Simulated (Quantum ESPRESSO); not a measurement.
# PtSe: Hubbard U from linear response under several settings

```
CELL_PARAMETERS angstrom
0.00000 2.79841 2.79841
2.79841 0.00000 2.79841
2.79841 2.79841 0.00000
ATOMIC_POSITIONS crystal
Pt 0.50000 0.50000 0.50000
Se 0.00000 0.00000 0.00000
```

The cell comes from a database or a generator and needn't be the stable form of this composition.

All runs used Quantum ESPRESSO 7.5; potentials GBRV 1.5 PBEsol; k mesh 6 × 6 × 6; given cell; no spin polarisation; cutoff 612 eV; occupations fermi-dirac, width 0.05 eV.

```csv
level,projectors,U typed (eV),q mesh,with V,state,U computed (eV)
PBEsol+U,ortho-atomic,0.0,2 × 2 × 2,no,metal,?
PBEsol+U,ortho-atomic,2.0,2 × 2 × 2,no,metal,Pt 4.4
PBEsol+U,ortho-atomic,4.0,2 × 2 × 2,no,metal,Pt 4.6
PBEsol+U,ortho-atomic,6.0,2 × 2 × 2,no,metal,Pt 4.8
PBEsol+U,ortho-atomic,8.0,2 × 2 × 2,no,metal,Pt 5.1
```

**Question.** What stands in the row left open?

**Answer.** U computed Pt 3.9 eV.

Caveats: U without spin polarisation on a metal has little footing.

For the row left open. Caveat: the k mesh is coarse; U without spin polarisation on a metal has little footing.
